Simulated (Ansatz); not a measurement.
The system is Cu3O2.

```
Cu O
1.0
    -2.02298    2.02298    3.67362
     2.02298   -2.02298    3.67362
     2.02298    2.02298   -3.67362
Cu O
3 2
Direct
  0.00000 0.00000 0.00000
  0.75000 0.25000 0.50000
  0.25000 0.75000 0.50000
  0.50000 0.00000 0.50000
  0.00000 0.50000 0.50000
```

The cell comes from a database or a generator and needn't be the stable form of this composition.

| Item | Value |
| --- | --- |
| Program | Ansatz 0.2.0 |
| Task | relaxation of cell and atoms |
| Functional | r2SCAN |
| Potentials or basis | Ansatz PAW |
| Cutoff | 500 eV (not typed: the program's choice for these potentials) |
| k mesh | 9 × 9 × 9 |
| Occupations | fermi-dirac, width 0.05 eV |
| Spin | no spin polarisation |

At the start: volume 12.03 Å³/atom.

**Question.** How do energy, volume and symmetry change on relaxing?

**Answer.** It ends after 5 steps and the volume is 11.59 Å³/atom (-3.6 %); space group I4/mmm (No. 139, to 0.05 Å).

The path:
```csv
step,energy change (eV),largest force (eV/Å),volume (Å³)
1,0.0000,0.0000,60.14
2,-0.0227,0.0000,59.11
3,-0.0324,0.0000,57.88
4,-0.0324,0.0000,57.96
5,-0.0306,0.0000,57.96
```

Final structure:
```cif
data_structure
_symmetry_space_group_name_H-M 'P 1'
_symmetry_Int_Tables_number 1
_cell_length_a 4.6065
_cell_length_b 4.6065
_cell_length_c 4.6065
_cell_angle_alpha 128.680
_cell_angle_beta 128.680
_cell_angle_gamma 75.527
_cell_volume 57.96
loop_
_atom_site_label
_atom_site_type_symbol
_atom_site_fract_x
_atom_site_fract_y
_atom_site_fract_z
_atom_site_occupancy
Cu1 Cu 0.00000 0.00000 0.00000 1
Cu2 Cu 0.75000 0.25000 0.50000 1
Cu3 Cu 0.25000 0.75000 0.50000 1
O1 O 0.50000 0.00000 0.50000 1
O2 O 0.00000 0.50000 0.50000 1
```

Caveat: the plane-wave basis is chosen anew once the cell has moved, so the energies of steps on either side of that aren't comparable; an odd number of electrons without spin polarisation forces a metal; a magnetic or distorted state may lie lower; the run has no spin polarisation, though such a crystal can be magnetic; the PAW data sets come from PBE, with cores solved anew for the run's functional, which leaves a small shift of forces and pressure.
